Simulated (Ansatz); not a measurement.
**C2H4O2Si (SMILES C=C1O[SiH2]O1): B2PLYP/cc-pVDZ**

What is the vertical singlet–triplet gap of C2H4O2Si at B2PLYP/cc-pVDZ? 

The calculation is run with Ansatz 0.2.0.

56 further runs of the same task are left out: 56 set aside as unsound or not needed. Runs told in other sessions of the task aren't counted.

## Step 1: The molecule

The species is C2H4O2Si (9 atoms), meant as a singlet with charge 0. SMILES: `C=C1O[SiH2]O1`. Geometry: relaxed at PBE0-D4/def2-TZVP.

Bond lengths: C1–C2 1.319 Å, C2–O3 1.381 Å, O3–Si4 1.676 Å, C2–O5 1.381 Å, Si4–O5 1.676 Å, C1–H6 1.079 Å, C1–H7 1.079 Å, Si4–H8 1.478 Å, Si4–H9 1.478 Å. Some angles: C1–C2–O3 128.1°, C1–C2–O5 128.1°, O3–C2–O5 103.9°, C2–O3–Si4 87.6°, O3–Si4–O5 80.9°, C2–O5–Si4 87.6°, C2–C1–H6 119.7°, C2–C1–H7 119.7°, O3–Si4–H8 115.3°, O3–Si4–H9 115.3°.

## Step 2: The energy at B2PLYP/cc-pVDZ

File run.yaml:

```yaml
crystal:
  periodic: [false, false, false]
  atoms:
    - {symbol: C, position_ang: [0.527300, 1.358500, -1.129600]}
    - {symbol: C, position_ang: [0.157300, 0.383100, -0.322900]}
    - {symbol: O, position_ang: [-0.585200, 0.473600, 0.838200]}
    - {symbol: Si, position_ang: [-0.440000, -1.190500, 0.978300]}
    - {symbol: O, position_ang: [0.421700, -0.967300, -0.442100]}
    - {symbol: H, position_ang: [0.243100, 2.374800, -0.904500]}
    - {symbol: H, position_ang: [1.111300, 1.132600, -2.008400]}
    - {symbol: H, position_ang: [-1.701100, -1.949600, 0.840800]}
    - {symbol: H, position_ang: [0.354100, -1.661500, 2.132900]}
basis:
  gaussian:
    orbitals: cc-pVDZ
hamiltonian:
  xc: {name: B2PLYP}
correlation:
  frozen_orbitals: {C: 1, H: 0, O: 1, Si: 5}
accuracy: high
output:
  orbitals: {seedname: orbitals}
```

On the command line:

```sh
ansatz run run.yaml --threads 1 --pin off --max-ram 3480MiB --events-out events.jsonl --progress --plain --runs-dir runs
```

Log:

```text
Warning: RAYON_NUM_THREADS=1 ignored (pool sized by the plan → 1); use --threads N
Functional definition: B2PLYP
  name "B2PLYP"
  parameter a = 0.53
  parameter c = 0.27
  exchange = (1 - a)*b88_x + a*exact_x
  correlation = (1 - c)*lyp_c + c*(mp2_os + mp2_ss)
2196 factors; integrals over basis functions are off by at most 3.5e-9 eV
mean field evaluation 1: about -14090.1794 eV, gradient 4.9e1 eV
mean field evaluation 2: about -14090.6859 eV, gradient 4.9e1 eV
mean field evaluation 4: about -14095.3088 eV, gradient 3.8e0 eV
mean field evaluation 8: about -14095.3603 eV, gradient 2.4e-1 eV
mean field evaluation 16: about -14095.3606 eV, gradient 4.9e-5 eV
mean field -14095.36056196 eV, -517.9949464734 hartree, gradient 6.7e-8 eV, S^2 0.000000; 0 other end points of the search recorded, 0 dependent functions left out
9 core orbitals not correlated: weight in the atoms' cores, before any rotation towards them, 1.000 or more for the frozen orbitals, at most 0.000 for the correlated occupied ones
reference -14095.36058812 eV, -517.9949474347 hartree; 14, 14 occupied and 71, 71 virtual orbitals, 2196 factors
second order -23.87296319 eV of doubles, -0.00000000 eV of singles
Total energy: -14101.80628818 eV, -518.2318225429 hartree
```

Wall time 14 s (1 thread of Arm Neoverse V1, shared host); peak memory 0.33 GiB.

## Step 3: The triplet

File in.yaml:

```yaml
crystal:
  periodic: [false, false, false]
  atoms:
    - {symbol: C, position_ang: [0.527300, 1.358500, -1.129600]}
    - {symbol: C, position_ang: [0.157300, 0.383100, -0.322900]}
    - {symbol: O, position_ang: [-0.585200, 0.473600, 0.838200]}
    - {symbol: Si, position_ang: [-0.440000, -1.190500, 0.978300]}
    - {symbol: O, position_ang: [0.421700, -0.967300, -0.442100]}
    - {symbol: H, position_ang: [0.243100, 2.374800, -0.904500]}
    - {symbol: H, position_ang: [1.111300, 1.132600, -2.008400]}
    - {symbol: H, position_ang: [-1.701100, -1.949600, 0.840800]}
    - {symbol: H, position_ang: [0.354100, -1.661500, 2.132900]}
basis:
  gaussian: {orbitals: cc-pVDZ}
magnetization: {spin_polarized: true, initial_magnetization: 2}
hamiltonian: {xc: {name: B2PLYP}}
correlation: {frozen_orbitals: {C: 1, H: 0, O: 1, Si: 5}}
accuracy: high
output: {orbitals: {seedname: orbitals}}
```

On the command line:

```sh
ansatz run in.yaml --threads 1 --pin off --max-ram 3480MiB --events-out events.jsonl --progress --plain --runs-dir runs
```

Log, cut to the lines that bear on the results:

```text
Warning: RAYON_NUM_THREADS=1 ignored (pool sized by the plan → 1); use --threads N
[... 2 set-up lines as earlier in the session ...]
[...]
2196 factors; integrals over basis functions are off by at most 3.5e-9 eV
[...]
mean field -14090.83956349 eV, -517.8288028443 hartree, gradient 5.7e-8 eV, S^2 2.010546; 3 other end points of the search recorded, 0 dependent functions left out
9 core orbitals not correlated: weight in the atoms' cores, before any rotation towards them, 1.000 or more for the frozen orbitals, at most 0.000 for the correlated occupied ones
reference -14090.83958948 eV, -517.8288037993 hartree; 15, 13 occupied and 70, 72 virtual orbitals, 2196 factors
second order -22.47827179 eV of doubles, -0.00000000 eV of singles
Total energy: -14096.90872286 eV, -518.0518403373 hartree
```

It took 30 s on 1 thread of Arm Neoverse V1, shared host; peak memory 0.5 GiB.

## Step 4: What came out

At B2PLYP/cc-pVDZ, 9 core orbitals frozen:

| quantity | value |
| --- | --- |
| singlet: total energy | -518.23182 Eh |
| singlet: HOMO energy (SCF part's orbitals) | -7.47 eV |
| singlet: LUMO energy (SCF part's orbitals) | 0.70 eV |
| singlet: HOMO–LUMO gap (SCF part's orbitals) | 8.17 eV |
| triplet: total energy | -518.05184 Eh |
| triplet: HOMO energy (SCF part's orbitals) (highest over α and β) | -3.03 eV |
| triplet: LUMO energy (SCF part's orbitals) (lowest over α and β) | -1.39 eV |
| triplet: ⟨S²⟩ | 2.011 |
| vertical energy of the triplet above the singlet | 4.898 eV |

At this shape the triplet lies 4.90 eV (113 kcal/mol) above the singlet.
